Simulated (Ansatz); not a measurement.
**Co4Ge in Ansatz: the effect of functional**

Co4Ge:

```xyz
5
Lattice="1.3125 0.7578 9.8626 -1.3125 0.7578 9.8626 0.0000 -1.5155 9.8626" Properties=species:S:1:pos:R:3 pbc="T T T"
Ge    0.0000    0.0000    0.0000
Co    0.0000    0.0000   17.7184
Co    0.0000    0.0000    5.9271
Co    0.0000    0.0000   23.6609
Co    0.0000    0.0000   11.8695
```

The cell comes from a database or a generator and needn't be the stable form of this composition.

Alike in all runs:

| Quantity | Value |
| --- | --- |
| Program | Ansatz 0.2.0 |
| Task | band structure |
| Potentials or basis | Ansatz PAW |
| k mesh | 12 × 12 × 12 |
| Occupations | fermi-dirac, width 0.05 eV |
| Spin | collinear spin, ferromagnetic start |
| Starting moments | [0.0, 2.0, 2.0, 2.0, 2.0] μB |

| functional | cutoff | pressure (GPa) | moment (μB) | largest force (eV/Å) |
| --- | --- | --- | --- | --- |
| LDA | 420 eV (not typed: the program's choice for these potentials) | -15.1 | 5.80 | 0.04 |
| PBE | 420 eV (not typed: the program's choice for these potentials) | ? | ? | ? |
| PBEsol | 420 eV (not typed: the program's choice for these potentials) | -8.6 | 5.90 | 0.05 |
| RPBE | 420 eV (not typed: the program's choice for these potentials) | 4.8 | 5.95 | 0.09 |
| revPBE | 420 eV (not typed: the program's choice for these potentials) | 3.5 | 5.94 | 0.09 |
| BLYP | 420 eV (not typed: the program's choice for these potentials) | 9.0 | 5.82 | 0.10 |
| r2SCAN | 500 eV (not typed: the program's choice for these potentials) | -1.5 | 7.20 | 0.23 |

Q: What does the run with functional PBE give?

A: Pressure -0.1 GPa; moment 5.91 μB; largest force 0.08 eV/Å.

Caveats: the PAW data sets come from PBE, with cores solved anew for the run's functional, which leaves a small shift of forces and pressure (some runs); the magnetic or orbital state may not be the lowest (some runs).
